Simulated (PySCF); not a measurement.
# FSr (SrF): the cost of one run

Programs: PySCF 2.14.0, with routines of our own; each step states its level. All values are computed. Atoms count from 0.

1 further run of the same task is left out (for a known fault of the program).

## (1) The system as given

2 atoms, charge 0, multiplicity 2; geometry from: GFN2-xTB.

## (2) Relaxing the molecule at PBE0-D3(BJ)/def2-SVP

The job: settings as JSON, then the geometry in Å.

```
{"job": {"xc": "PBE0", "basis": "def2-SVP", "d3": "d3bj", "grid": 1, "maxiter": 30, "shake": 0.01, "kind": "geom"}, "charge": 0, "multiplicity": 2}
F      0.991820    -0.028060     0.000880
Sr    -0.974330    -0.000750    -0.013000
```

Run with:

```console
$ OMP_NUM_THREADS=1 python heavy_run.py task.json out
```

One launch serves the whole session: the jobs run in the order shown.

**Question.** How long does this run take on 1 thread of Arm Neoverse N1, shared host?

About 5.9 s.
